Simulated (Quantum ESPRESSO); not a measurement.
AgRh: zone-centre phonons under several settings

```
CELL_PARAMETERS angstrom
2.77759 0.00000 0.00000
-1.38879 2.40546 0.00000
0.00000 0.00000 4.80860
ATOMIC_POSITIONS crystal
Ag 0.00000 0.00000 0.50000
Rh 0.66667 0.33333 0.00000
```

The cell comes from a database or a generator and needn't be the stable form of this composition.

All runs used Quantum ESPRESSO 7.5; potentials PseudoDojo 0.4.1 SR PBE standard; k mesh 9 × 9 × 5; no spin polarisation; cutoff 1197 eV; occupations cold, width 0.2 eV.

```tsv
level	geometry	volume (Å³/atom)	pressure (GPa)	lowest optical mode without the field (cm⁻¹)	highest optical mode without the field (cm⁻¹)
PBE	relaxed at -3 GPa	?	-3.0	?	?
PBE	relaxed at 0 GPa	15.83	0.0	74	198
PBE	relaxed at 3 GPa	15.55	3.0	77	209
PBE	relaxed at 8 GPa	15.13	7.9	82	224
PBE	relaxed at 15 GPa	14.65	14.9	88	244
```

**Question.** What stands in the row left open?

**Answer.** Volume 16.15 Å³/atom; lowest optical mode without the field 70 cm⁻¹; highest optical mode without the field 187 cm⁻¹.

Caveats: the mesh is thin for the phonons of a metal; the cell is more than 3 GPa from zero pressure, which shifts response properties (some runs).

For the row left open. Caveat: the mesh is thin for the phonons of a metal.
